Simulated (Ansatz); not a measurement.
# ClH5N2OSi: one species, many methods

The task here is to estimate one member of a computed series from the others.

Program: Ansatz 0.2.0, Gaussian basis. Level of theory: functionals in def2-TZVPP, the program's frozen cores in correlated methods. These are calculated values, not measurements.

Plan: LDA (SPW92), PBE-D4, revPBE-D4, BLYP-D4, r2SCAN-D4, B97M-V, PBE0-D4, B3LYP-D4, r2SCANh-D4, r2SCAN0-D4, HSE06-D4, BHLYP-D4, CAM-B3LYP-D4, LC-ωPBE, ωB97X-V, ωB97M-V, B2PLYP, PBE-QIDH; CCSD(T)/def2-SVP; CCSD(T)/def2-TZVPP; MP2/def2-QZVPP; extrapolation to the limit; RPA on PBE.

### The relaxed structure

The geometry comes from an earlier relaxation with PBE0-D4 in a triple-zeta def2 set; it is a stationary point, not always the lowest conformer.

SMILES `N[Si](N)(O)Cl`, 10 atoms, charge 0, spin multiplicity 1.

Atoms are counted from 1 here; the program's logs count them from 0.

Bond lengths: N1–Si2 1.688 Å, N1–H6 1.005 Å, N1–H7 1.006 Å, Si2–N3 1.694 Å, Si2–O4 1.637 Å, Si2–Cl5 2.078 Å, N3–H8 1.005 Å, N3–H9 1.006 Å, O4–H10 0.958 Å. Angles: Si2–N1–H6 120.9°, Si2–N1–H7 120.8°, H6–N1–H7 112.9°, N1–Si2–N3 108.2°, N1–Si2–O4 103.7°, N1–Si2–Cl5 117.2°, N3–Si2–O4 119.7°, N3–Si2–Cl5 103.1°, O4–Si2–Cl5 105.6°, Si2–N3–H8 121.5°, Si2–N3–H9 121.0°, H8–N3–H9 112.9°, Si2–O4–H10 116.5°.

Coordinates:

```mol
ClH5N2OSi
  3D, bonds by distance, orders not assigned

 10  9  0  0  0  0  0  0  0  0999 V2000
   -1.1579   -0.5165   -0.9165 N   0  0
    0.1830    0.1542   -0.1418 Si  0  0
   -0.0762    0.0760    1.5300 N   0  0
    1.4516   -0.6410   -0.8047 O   0  0
    0.5572    2.1724   -0.4651 Cl  0  0
   -2.0919   -0.2783   -0.6310 H   0  0
   -1.1052   -0.8081   -1.8776 H   0  0
    0.3122    0.7606    2.1549 H   0  0
   -0.2750   -0.8003    1.9832 H   0  0
    2.2854   -0.1700   -0.8284 H   0  0
  1  2  8  0
  2  3  8  0
  2  4  8  0
  2  5  8  0
  1  6  8  0
  1  7  8  0
  3  8  8  0
  3  9  8  0
  4 10  8  0
M  END
```

Set-up of the first run:

Input file in.yaml:

```yaml
crystal:
  periodic: [false, false, false]
  atoms:
    - {symbol: N, position_ang: [-1.157944, -0.516498, -0.916489]}
    - {symbol: Si, position_ang: [0.183010, 0.154212, -0.141845]}
    - {symbol: N, position_ang: [-0.076233, 0.075962, 1.530006]}
    - {symbol: O, position_ang: [1.451565, -0.640982, -0.804656]}
    - {symbol: Cl, position_ang: [0.557237, 2.172445, -0.465107]}
    - {symbol: H, position_ang: [-2.091913, -0.278331, -0.631002]}
    - {symbol: H, position_ang: [-1.105233, -0.808124, -1.877648]}
    - {symbol: H, position_ang: [0.312191, 0.760552, 2.154920]}
    - {symbol: H, position_ang: [-0.275035, -0.800295, 1.983233]}
    - {symbol: H, position_ang: [2.285355, -0.170041, -0.828413]}
basis:
  gaussian: {orbitals: def2-TZVPP}
hamiltonian: {xc: lda}
output: {orbitals: {seedname: orbitals}}
```

Launch:

```bash
> ansatz run in.yaml --threads 4 --pin off --events-out ev --progress --plain --max-ram 10444MiB
```

Steps of the session up to this table: LDA; PBE-D4 (GGA); revPBE-D4 (GGA); BLYP-D4 (GGA); r2SCAN-D4 (meta-GGA); B97M-V (meta-GGA); PBE0-D4 (hybrid); B3LYP-D4 (hybrid); r2SCANh-D4 (hybrid); r2SCAN0-D4 (hybrid); HSE06-D4 (hybrid); BHLYP-D4 (hybrid); CAM-B3LYP-D4 (range-separated); LC-ωPBE (range-separated); ωB97X-V (range-separated); ωB97M-V (range-separated); B2PLYP (double hybrid); PBE-QIDH (double hybrid).

One of the session's tables, all rows but one given; the rest of the session is left out.

It belongs to the step «Frontier levels by functional». 

| functional | HOMO (eV) | LUMO (eV) | gap (eV) |
| --- | --- | --- | --- |
| LDA (SPW92) | -6.41 | -0.26 | 6.15 |
| PBE-D4 | -6.24 | -0.12 | 6.11 |
| revPBE-D4 | -6.17 | -0.04 | 6.13 |
| BLYP-D4 | -6.11 | -0.16 | 5.95 |
| r2SCAN-D4 | -6.57 | 0.59 | 7.16 |
| B97M-V | -6.65 | 0.11 | 6.76 |
| PBE0-D4 | -7.73 | 0.73 | 8.46 |
| B3LYP-D4 | ? | ? | ? |
| r2SCANh-D4 | -7.13 | 0.84 | 7.97 |
| r2SCAN0-D4 | -7.97 | 1.19 | 9.16 |
| HSE06-D4 | -7.33 | 0.36 | 7.69 |
| BHLYP-D4 | -9.11 | 1.34 | 10.45 |
| CAM-B3LYP-D4 | -9.18 | 1.48 | 10.66 |
| LC-ωPBE | -10.62 | 2.84 | 13.46 |
| ωB97X-V | -10.23 | 2.60 | 12.83 |
| ωB97M-V | -10.11 | 2.14 | 12.26 |

**Question.** Estimate the row for B3LYP-D4.

Worked estimate for «HOMO (eV)». Against the share of exact exchange, BLYP-D4 (0, -6.11), BHLYP-D4 (0.5, -9.11) give a slope of -6.00 per unit share; at 0.2 the line stands at -7.31.

The run gave: HOMO (eV): -7.47; LUMO (eV): 0.36; gap (eV): 7.83. In «HOMO (eV)» the line misses by +0.16.
